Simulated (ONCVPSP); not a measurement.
# An ONCV potential for Hg, from input to tests

Do these settings give a usable potential? It is generated, then checked for transferability, scattering, ghosts and hardness.

The numbers are computed with ONCVPSP 4.0.1 (PBE, scalar-relativistic, spin-unpolarised reference atom).

## Step 1: The design

The settings as typed:

| Quantity | Value |
| --- | --- |
| element | mercury (Hg, Z = 80) |
| type | optimised norm-conserving Vanderbilt (ONCV) |
| frozen core | [Kr] 4d10 4f14 |
| valence charge | 20 |
| reference configuration | 5s2 5p6 5d10 6s1.5 6p0.5 |
| partial waves | 5s+6s: rc 1.40 bohr, ncon 3, nbas 8, qcut 10 1/bohr, 2 projectors; 5p+6p: rc 1.85 bohr, ncon 4, nbas 8, qcut 6.2 1/bohr, 2 projectors; 5d: rc 1.50 bohr, ncon 5, nbas 9, qcut 5.6 1/bohr, 2 projectors, debl 2.8 Ha |
| local potential | polynomial inside 1.05 bohr (lpopt 4, dvloc0 0 Ha) |
| core correction | not asked for |

The nodes and maxima of the atom's own shells, from an earlier all-electron run, set the scale for the radii.

All-electron outer shells of the reference configuration (PBE, scalar-relativistic, ld1.x):

| shell | level (eV) | outermost node (bohr) | outermost maximum (bohr) |
| --- | --- | --- | --- |
| 4d | -349.93 | 0.20 | 0.40 |
| 5s | -119.38 | 0.47 | 0.82 |
| 4f | -97.08 | – | 0.37 |
| 5p | -67.73 | 0.51 | 0.93 |
| 5d | -11.02 | 0.55 | 1.17 |
| 6s | -7.67 | 1.08 | 2.18 |
| 6p | -1.62 | 1.27 | 3.22 |

## Step 2: Generation

Hg.dat reads:

```
# ATOM AND REFERENCE CONFIGURATION
# atsym  z   nc   nv     iexc    psfile
  Hg 80.00   10    5        4      upf
#
#   n    l    f
    1    0    2.00
    2    0    2.00
    2    1    6.00
    3    0    2.00
    3    1    6.00
    3    2   10.00
    4    0    2.00
    4    1    6.00
    4    2   10.00
    4    3   14.00
    5    0    2.00
    5    1    6.00
    5    2   10.00
    6    0    1.50
    6    1    0.50
#
# PSEUDOPOTENTIAL AND OPTIMIZATION
# lmax
    2
#
#   l,   rc,      ep,       ncon, nbas, qcut
    0    1.40    0.00    3    8   10.00
    1    1.85    0.00    4    8    6.20
    2    1.50    0.00    5    9    5.60
#
# LOCAL POTENTIAL
# lloc, lpopt,  rc(5),   dvloc0
    4    4    1.05    0.00
#
# VANDERBILT-KLEINMAN-BYLANDER PROJECTORs
# l, nproj, debl
    0    2    0.70
    1    2    3.40
    2    2    2.80
#
# MODEL CORE CHARGE
# icmod, fcfact, rcfact
    0    0.00    0.00
#
# LOG DERIVATIVE ANALYSIS
# epsh1, epsh2, depsh
   -6.00    5.00    0.04
#
# OUTPUT GRID
# rlmax, drl
    6.00    0.01
#
# TEST CONFIGURATIONS
# ncnf
    4
# nvcnf
#   n    l    f
    5
    5    0    2.00
    5    1    6.00
    5    2   10.00
    6    0    2.00
    6    1    0.00
#
    5
    5    0    2.00
    5    1    6.00
    5    2   10.00
    6    0    1.00
    6    1    0.00
#
    5
    5    0    2.00
    5    1    6.00
    5    2   10.00
    6    0    0.00
    6    1    0.00
#
    5
    5    0    2.00
    5    1    6.00
    5    2   10.00
    6    0    0.00
    6    1    1.00
#
```

Launch:

```bash
$ oncvpsp.x < Hg.dat > Hg.out
```

Q: Predict the outcome of this session. Wanted: cutoffs for 1 and 0.1 mHa per electron, occupied waves; bound ghosts; GHOST(+) flags; largest test error; largest phase difference near zero energy, channels read.

As calculated:

| quantity | value |
| --- | --- |
| cutoffs for 1 and 0.1 mHa per electron, occupied waves | 37 Ha and 112 Ha |
| bound ghosts | none found |
| GHOST(+) flags | s at 320 eV |
| largest test error (AE − PS) | -4.8 meV, for 5s2 5p6 5d10 6s0 6p1 (1 test unsolved) |
| largest phase difference near zero energy, channels read | 0.000 rad |

What this shows: By total energies transferability is very good where solved: the largest error is 4.8 meV on 15.2 eV, for 5s2 5p6 5d10 6s0 6p1. Of the tests 1 gave no usable energy difference, which is a warning in itself. The potential is hard: the looser tolerance needs 37 Ha. The tighter tolerance needs 112 Ha, and converged work needs a cutoff nearer that. It is free of bound ghosts as far as tested. Near zero energy the phases of the channels with partial waves agree within 0.001 rad. The program also flags highly localised states, GHOST(+) (s). Note that the frozen 4f shell (-97 eV) lies higher than the valence 5s shell (-119 eV). These are tests on the free atom; a crystal test is still owed.
